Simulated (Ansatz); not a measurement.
**ClH2InS (SMILES [SH][InH][Cl]): one structure at several levels**

A test off equilibrium: a structure displaced at random from a GFN2-xTB minimum is computed at several levels, and each is set against CCSD(T).

Program: Ansatz 0.2.0, Gaussian basis. Level of theory: single points in def2-TZVPP. These are calculated values, not measurements.

Cores are frozen in the correlated methods. Filled d shells of the heavier atoms are correlated. Core potentials replace the inner electrons past krypton, and spin-orbit coupling is left out.

### 1 The starting structure

5 atoms, charge 0, spin multiplicity 1.

Atoms are counted from 1 here; the program's logs count them from 0.

Bond lengths: S1–In2 2.307 Å, S1–H4 1.221 Å, In2–Cl3 2.333 Å, In2–H5 1.872 Å. Angles: In2–S1–H4 89.7°, S1–In2–Cl3 109.1°, S1–In2–H5 120.5°, Cl3–In2–H5 130.4°.

Geometry (Å):

```
S    -0.95690   -1.12210    0.97660
In    0.63980   -0.13140   -0.36100
Cl    0.16100    2.14320   -0.56340
H    -1.55240   -0.05840    1.04260
H     2.06450   -1.13670   -1.04090
```

### 2 CCSD(T)/def2-TZVPP

run/in.yaml

```yaml
crystal:
  periodic: [false, false, false]
  atoms:
    - {symbol: S, position_ang: [-0.956900, -1.122100, 0.976600]}
    - {symbol: In, position_ang: [0.639800, -0.131400, -0.361000]}
    - {symbol: Cl, position_ang: [0.161000, 2.143200, -0.563400]}
    - {symbol: H, position_ang: [-1.552400, -0.058400, 1.042600]}
    - {symbol: H, position_ang: [2.064500, -1.136700, -1.040900]}
basis:
  gaussian: {orbitals: def2-TZVPP}
correlation: {method: ccsd_t}
output: {forces: true}
```

The command line of these runs was not kept.

### 3 PBE0-D4/def2-TZVPP

run/in.yaml: that of step 2 with these lines changed.

```diff
@@ -10,3 +10,3 @@
   gaussian: {orbitals: def2-TZVPP}
-correlation: {method: ccsd_t}
-output: {forces: true}
+hamiltonian: {xc: pbe0, dispersion: d4}
+output: {forces: true, orbitals: {seedname: orbitals}}
```

### 4 wB97M-V/def2-TZVPP

run/in.yaml: that of step 3 with these lines changed.

```diff
@@ -10,3 +10,3 @@
   gaussian: {orbitals: def2-TZVPP}
-hamiltonian: {xc: pbe0, dispersion: d4}
-output: {forces: true, orbitals: {seedname: orbitals}}
+hamiltonian: {xc: {name: wB97M-V}}
+output: {forces: true}
```

### 5 r2SCAN-D4/def2-TZVPP

run/in.yaml: that of step 4 with these lines changed.

```diff
@@ -10,3 +10,3 @@
   gaussian: {orbitals: def2-TZVPP}
-hamiltonian: {xc: {name: wB97M-V}}
+hamiltonian: {xc: r2scan, dispersion: d4}
 output: {forces: true}
```

### 6 PBE-D4/def2-TZVPP

run/in.yaml: that of step 5 with these lines changed.

```diff
@@ -10,3 +10,3 @@
   gaussian: {orbitals: def2-TZVPP}
-hamiltonian: {xc: r2scan, dispersion: d4}
+hamiltonian: {xc: pbe, dispersion: d4}
 output: {forces: true}
```

### 7 LC-wPBE/def2-TZVPP

run/in.yaml: that of step 6 with these lines changed.

```diff
@@ -10,3 +10,3 @@
   gaussian: {orbitals: def2-TZVPP}
-hamiltonian: {xc: pbe, dispersion: d4}
+hamiltonian: {xc: {name: LC-wPBE}}
 output: {forces: true}
```

### 8 BLYP-D4/def2-TZVPP

run/in.yaml: that of step 7 with these lines changed.

```diff
@@ -10,3 +10,3 @@
   gaussian: {orbitals: def2-TZVPP}
-hamiltonian: {xc: {name: LC-wPBE}}
+hamiltonian: {xc: {name: BLYP}, dispersion: d4}
 output: {forces: true}
```

(Steps that only read results are left out.)

Q: Predict the outcome of this session. Wanted: energy less free atoms, CCSD(T)/def2-TZVPP; RMS force component; RMS force error; HOMO and LUMO, PBE0-D4; T1 diagnostic.

**Answer**, as computed:

```
                                  quantity                                                                                           value
energy less free atoms, CCSD(T)/def2-TZVPP                                                                                  -1141.2 kJ/mol
                       RMS force component                                                            1.747 to 1.862 eV/Å over the methods
                           RMS force error  PBE0-D4 0.049, wB97M-V 0.051, r2SCAN-D4 0.044, PBE-D4 0.167, LC-wPBE 0.173, BLYP-D4 0.253 eV/Å
                    HOMO and LUMO, PBE0-D4                                                                              -7.95 and -1.81 eV
                             T1 diagnostic                                                                                           0.014
```

**Reading.** Against CCSD(T) the functionals' energies less atoms differ by -47.2 to +10.4 kJ/mol, PBE-D4 by -33.5 kJ/mol. CCSD(T) in triple zeta still lacks some correlation energy of the bonds, so part of these gaps is its own basis error and they don't rank the functionals. On forces the order runs from r2SCAN-D4 to BLYP-D4. Frozen-core CCSD(T) forces in triple zeta carry basis errors of their own, and this is one geometry, so small gaps rank nothing.
